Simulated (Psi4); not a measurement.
# doublet HBr+ at 3 levels

Wanted: a comparison of 3 runs (UBHLYP/cc-pVTZ, UCAM-B3LYP/cc-pVTZ, UPBE0/cc-pVTZ) of doublet HBr+. 

The results are computed with Psi4 1.11.

## (1) The structure to begin with

HBr+ has 2 atoms, charge +1, and is taken as a doublet. As SMILES of the parent species, `Br`. The coordinates come from a PBE0-D4/def2-TZVP relaxation. That shape belongs to the parent species and isn't relaxed for this state.

Bond lengths: Br1–H2 1.420 Å.

## (2) Energy and forces at UBHLYP/cc-pVTZ (run 1)

Input file run.py:

```python
import numpy as np
from ase.calculators.psi4 import Psi4
from ase import Atoms

a = Atoms(['Br', 'H'], positions=[
    [-0.603220, 0.217960, -0.305050],
    [0.603220, -0.217960, 0.305050],
])
calc = Psi4(atoms=a, method='bhhlyp', basis='cc-pVTZ', memory='2200MB', num_threads=1, charge=1, multiplicity=2, label='psi4-calc', reference='uks')
calc.psi4.set_options({'puream': True, 'e_convergence': 1e-09, 'd_convergence': 1e-08, 'scf_type': 'pk', 'dft_radial_points': 99, 'dft_spherical_points': 590, 'maxiter': 100})
a.calc = calc

forces = a.get_forces()
print(f'energy: {a.get_potential_energy():.6f} eV')
print('forces / eV A^-1')
print(np.round(forces, 5))
```

On the command line:

```console
python run.py
```

psi4-calc.dat:

```text
[...]
  Running in c1 symmetry.
[...]
  Nuclear repulsion =   13.038750007487819
[...]
  Multiplicity = 2
[...]
  Nalpha       = 18
  Nbeta        = 17
[...]
    Number of basis functions: 57
[...]
   @UKS iter   1: -2574.23134867625231   -1.04557e+00   1.64193e-02 DIIS/ADIIS
[...]
   @UKS iter  11: -2574.36751884129308   -9.09495e-13   1.91088e-09 DIIS
[...]
   @S^2 Observed:                7.540909297E-01
[...]
    Orbital Energies [Eh]
    ---------------------
    Alpha Occupied:
       1A   -486.012205     2A    -63.927420     3A    -57.571916
       4A    -57.566363     5A    -57.563660     6A     -9.544524
       7A     -7.297528     8A     -7.283693     9A     -7.273610
      10A     -3.269044    11A     -3.267474    12A     -3.258330
      13A     -3.250147    14A     -3.249077    15A     -1.278671
      16A     -0.843830    17A     -0.764580    18A     -0.709739
    Alpha Virtual:
      19A     -0.254325    20A     -0.052754    21A      0.021133
      22A      0.028669    23A      0.035077    24A      0.039726
      25A      0.061502    26A      0.081397    27A      0.083075
[...]
  @UKS Final Energy: -2574.36751884129308
   => Energetics <=
    Nuclear Repulsion Energy =             13.0387500074878186
    One-Electron Energy =               -3595.0400024782352375
    Two-Electron Energy =                1054.1879014476489829
    DFT Exchange-Correlation Energy =     -46.5541678181948129
    Empirical Dispersion Energy =           0.0000000000000000
    VV10 Nonlocal Energy =                  0.0000000000000000
    Total Energy =                      -2574.3675188412930765
[...]
 Multipole Moments:
 ------------------------------------------------------------------------------------
     Multipole            Electronic (a.u.)      Nuclear  (a.u.)        Total (a.u.)
 ------------------------------------------------------------------------------------
 L = 1.  Multiply by 2.5417464519 to convert [e a0] to [Debye]
 Dipole X            :         -0.7313808            1.2449295            0.5135488
 Dipole Y            :          0.2642680           -0.4498273           -0.1855593
 Dipole Z            :         -0.3698613            0.6295643            0.2597030
 Magnitude           :                                                    0.6046571
[...]
  -Total Gradient:
     Atom            X                  Y                   Z
    ------   -----------------  -----------------  -----------------
       1        0.010302165120    -0.003722456002     0.005209833012
       2       -0.010302157692     0.003722453318    -0.005209829256
[...]
```

On the terminal:

```text
energy: -70052.108324 eV
forces / eV A^-1
[[-0.52976  0.19142 -0.2679 ]
 [ 0.52976 -0.19142  0.2679 ]]
```

Run time: 61 s. Hardware: 1 thread of Intel Xeon at 2.70GHz, shared host; peak memory 1.2 GiB.

## (3) Energy and gradient at UCAM-B3LYP/cc-pVTZ (run 2)

Input file input.dat:

```
memory 2200 MB

molecule {
  1 2
  Br
  H 1 R2

  R2 = 1.420474
  symmetry c1
}

set basis cc-pVTZ
set reference uks
set puream true
set e_convergence 1e-09
set d_convergence 1e-08
set scf_type pk
set dft_radial_points 99
set dft_spherical_points 590
set maxiter 100

E = gradient("cam-b3lyp")
print_variables()
```

On the command line:

```console
psi4 -n 1 input.dat output.dat
```

output.dat:

```text
[...]
  Running in c1 symmetry.
[...]
  Nuclear repulsion =   13.038747892217669
[...]
  Multiplicity = 2
[...]
  Nalpha       = 18
  Nbeta        = 17
[...]
    Number of basis functions: 57
[...]
   @UKS iter   1: -2574.34868356350171   -9.43789e-01   1.71542e-02 ADIIS/DIIS
[...]
   @UKS iter  11: -2574.49700204481542   -9.09495e-13   1.42685e-09 DIIS
[...]
   @S^2 Observed:                7.527951734E-01
[...]
    Orbital Energies [Eh]
    ---------------------
    Alpha Occupied:
       1A   -483.337545     2A    -62.976720     3A    -56.797555
       4A    -56.792785     5A    -56.789172     6A     -9.176556
       7A     -7.011291     8A     -6.999717     9A     -6.987769
      10A     -3.127815    11A     -3.126428    12A     -3.116950
      13A     -3.109045    14A     -3.107785    15A     -1.256555
      16A     -0.846896    17A     -0.766220    18A     -0.715134
    Alpha Virtual:
      19A     -0.251017    20A     -0.047077    21A      0.026508
      22A      0.033030    23A      0.038177    24A      0.045495
      25A      0.063125    26A      0.084233    27A      0.085792
[...]
  @UKS Final Energy: -2574.49700204481542
   => Energetics <=
    Nuclear Repulsion Energy =             13.0387478922176694
    One-Electron Energy =               -3594.5071797610580688
    Two-Electron Energy =                1078.5284548592742340
    DFT Exchange-Correlation Energy =     -71.5570250352492252
    Empirical Dispersion Energy =           0.0000000000000000
    VV10 Nonlocal Energy =                  0.0000000000000000
    Total Energy =                      -2574.4970020448154173
[...]
 Multipole Moments:
 ------------------------------------------------------------------------------------
     Multipole            Electronic (a.u.)      Nuclear  (a.u.)        Total (a.u.)
 ------------------------------------------------------------------------------------
 L = 1.  Multiply by 2.5417464519 to convert [e a0] to [Debye]
 Dipole X            :         -0.0000000            0.0000000           -0.0000000
 Dipole Y            :         -0.0000000            0.0000000           -0.0000000
 Dipole Z            :         -0.8643188            1.4657920            0.6014731
 Magnitude           :                                                    0.6014731
[...]
  -Total Gradient:
     Atom            X                  Y                   Z
    ------   -----------------  -----------------  -----------------
       1        0.000000000000    -0.000000000001     0.015762857825
       2       -0.000000000000    -0.000000000000    -0.015762832375
[...]
```

Wall time 94 s (1 thread of Intel Xeon at 2.70GHz, shared host); peak memory 1.2 GiB.

## (4) Energy and gradient at UPBE0/cc-pVTZ (run 3)

Input file calc.dat:

```
memory 2200 MB

molecule {
  1 2
  Br
  H 1 1.420474
  symmetry c1
}

set {
  basis                cc-pVTZ
  reference            uks
  puream               true
  e_convergence        1e-09
  d_convergence        1e-08
  scf_type             pk
  dft_radial_points    99
  dft_spherical_points 590
  maxiter              100
}

e_tot, wfn = gradient('pbe0', return_wfn=True)
oeprop(wfn, 'DIPOLE', 'MULLIKEN_CHARGES', 'MAYER_INDICES')
```

On the command line:

```console
psi4 -n 1 calc.dat calc.out
```

calc.out (excerpt; [...] marks lines left out):

```text
[...]
  Running in c1 symmetry.
[...]
  Nuclear repulsion =   13.038747892217669
[...]
  Multiplicity = 2
[...]
  Nalpha       = 18
  Nbeta        = 17
[...]
    Number of basis functions: 57
[...]
   @UKS iter   1: -2573.92124430048170   -9.26629e-01   1.75735e-02 ADIIS/DIIS
[...]
   @UKS iter  10: -2574.07421112328029   -1.22782e-11   7.07661e-09 DIIS
[...]
   @S^2 Observed:                7.536930546E-01
[...]
  @UKS Final Energy: -2574.07421112328029
   => Energetics <=
    Nuclear Repulsion Energy =             13.0387478922176694
    One-Electron Energy =               -3594.7359802751652751
    Two-Electron Energy =                1076.2847460320704158
    DFT Exchange-Correlation Energy =     -68.6617247724028061
    Empirical Dispersion Energy =           0.0000000000000000
    VV10 Nonlocal Energy =                  0.0000000000000000
    Total Energy =                      -2574.0742111232802927
[...]
  -Total Gradient:
     Atom            X                  Y                   Z
    ------   -----------------  -----------------  -----------------
       1        0.000000000001     0.000000000000     0.016406773095
       2       -0.000000000000    -0.000000000000    -0.016407378435
[...]
 Multipole Moments:
 ------------------------------------------------------------------------------------
     Multipole            Electronic (a.u.)      Nuclear  (a.u.)        Total (a.u.)
 ------------------------------------------------------------------------------------
 L = 1.  Multiply by 2.5417464519 to convert [e a0] to [Debye]
 Dipole X            :         -0.0000000            0.0000000           -0.0000000
 Dipole Y            :         -0.0000000            0.0000000           -0.0000000
 Dipole Z            :         -0.8681648            1.4657920            0.5976271
 Magnitude           :                                                    0.5976271
[...]
  Mulliken Charges: (a.u.)
   Center  Symbol    Alpha    Beta     Spin     Total
       1    BR    17.63490 16.60647  1.02844  0.75863
       2     H     0.36510  0.39353 -0.02844  0.24137
   Total alpha = 18.00000, Total beta = 17.00000, Total charge =  1.00000
  Mayer Bond Indices:
  Total Bond Index:
  Irrep: 1 Size: 2 x 2
                 1                   2
[...]
```

Wall time 64 s (1 thread of Intel Xeon at 2.70GHz, shared host); peak memory 1.2 GiB.

## (5) All runs side by side

```tsv
run	level	properties	energy (Eh)	HOMO energy (eV)	LUMO energy (eV)	⟨S²⟩	wall time
1	UBHLYP/cc-pVTZ	–	-2574.367519	-18.87	-13.43	0.754	61 s
2	UCAM-B3LYP/cc-pVTZ	–	-2574.497002	-19.06	-13.52	0.753	94 s
3	UPBE0/cc-pVTZ	(dipole, mulliken, mayer)	-2574.074211	-17.63	-14.66	0.754	64 s
```

## (6) Summary of results

```
                                 quantity           value
                      run 3: total energy  -2574.07421 Eh
run 3: HOMO energy (highest over α and β)       -17.63 eV
 run 3: LUMO energy (lowest over α and β)       -14.66 eV
                              run 3: ⟨S²⟩           0.754
          run 3: largest force on an atom      0.844 eV/Å
```

**Reading.** Totals of different functionals can't be ranked against each other. All runs together took 3.6 min, the longest 94 s.
